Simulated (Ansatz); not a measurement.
**C4H3F3: basis-set convergence**

One table from this session's results is given with a row withheld; the runs are named, their logs left out.

Computed with Ansatz 0.2.0, Gaussian basis. Level: one geometry, several basis sets.

Plan: PBE0-D4/def2-SVP; ωB97M-V/def2-SVP; PBE0-D4/def2-QZVPP; ωB97M-V/def2-QZVPP; the functionals' def2-TZVPP values are taken from earlier runs.

## The relaxed structure

An earlier PBE0-D4 in a triple-zeta def2 set relaxation fixed the geometry.

SMILES `F/C=C\C=C(F)F`, 10 atoms, charge 0, spin multiplicity 1.

Atoms are counted from 1 here; the program's logs count them from 0.

Bond lengths: F1–C2 1.338 Å, C2–C3 1.327 Å, C2–H8 1.082 Å, C3–C4 1.442 Å, C3–H9 1.083 Å, C4–C5 1.325 Å, C4–H10 1.081 Å, C5–F6 1.314 Å, C5–F7 1.311 Å. Angles: F1–C2–C3 122.0°, F1–C2–H8 112.7°, C3–C2–H8 125.3°, C2–C3–C4 124.3°, C2–C3–H9 116.6°, C4–C3–H9 119.1°, C3–C4–C5 123.1°, C3–C4–H10 120.0°, C5–C4–H10 116.8°, C4–C5–F6 125.2°, C4–C5–F7 124.7°, F6–C5–F7 110.1°.

Geometry (Å):

```mol
C4H3F3
  3D, bonds by distance, orders not assigned

 10  9  0  0  0  0  0  0  0  0999 V2000
    1.0789   -2.2715    0.1991 F   0  0
    0.2943   -1.5412    0.9992 C   0  0
   -0.1466   -0.3405    0.6459 C   0  0
    0.1605    0.3007   -0.6089 C   0  0
   -0.2927    1.5009   -0.9389 C   0  0
   -1.0646    2.2516   -0.1864 F   0  0
   -0.0331    2.1119   -2.0698 F   0  0
    0.0747   -2.0376    1.9355 H   0  0
   -0.7766    0.1748    1.3604 H   0  0
    0.7884   -0.2000   -1.3331 H   0  0
  1  2  8  0
  2  3  8  0
  3  4  8  0
  4  5  8  0
  5  6  8  0
  5  7  8  0
  2  8  8  0
  3  9  8  0
  4 10  8  0
M  END
```

Set-up of the first run:

in.yaml

```yaml
crystal:
  periodic: [false, false, false]
  atoms:
    - {symbol: F, position_ang: [1.078872, -2.271456, 0.199065]}
    - {symbol: C, position_ang: [0.294341, -1.541180, 0.999210]}
    - {symbol: C, position_ang: [-0.146586, -0.340490, 0.645860]}
    - {symbol: C, position_ang: [0.160478, 0.300687, -0.608878]}
    - {symbol: C, position_ang: [-0.292731, 1.500872, -0.938900]}
    - {symbol: F, position_ang: [-1.064552, 2.251630, -0.186407]}
    - {symbol: F, position_ang: [-0.033142, 2.111875, -2.069759]}
    - {symbol: H, position_ang: [0.074694, -2.037577, 1.935484]}
    - {symbol: H, position_ang: [-0.776583, 0.174755, 1.360386]}
    - {symbol: H, position_ang: [0.788407, -0.200018, -1.333062]}
basis:
  gaussian: {orbitals: def2-SVP}
hamiltonian: {xc: pbe0, dispersion: d4}
output: {orbitals: {seedname: orbitals}}
```

Steps of the session up to this table: PBE0-D4 in def2-SVP; ωB97M-V in def2-SVP; PBE0-D4 in def2-QZVPP; ωB97M-V in def2-QZVPP.

One table of the session follows, with a row left open; its other results are not shown here.

It belongs to the step «Density functionals: the series». 

| functional | basis | HOMO (eV) |
| --- | --- | --- |
| PBE0-D4 | def2-SVP | -6.61 |
| PBE0-D4 | def2-TZVPP | ? |
| PBE0-D4 | def2-QZVPP | -6.75 |
| ωB97M-V | def2-SVP | -8.68 |
| ωB97M-V | def2-TZVPP | -8.81 |
| ωB97M-V | def2-QZVPP | -8.85 |

Estimate the missing values for PBE0-D4, def2-TZVPP.

**Answer.** HOMO (eV): -6.71. In the column «HOMO (eV)» it lies between PBE0-D4, def2-QZVPP (-6.75) and PBE0-D4, def2-SVP (-6.61).
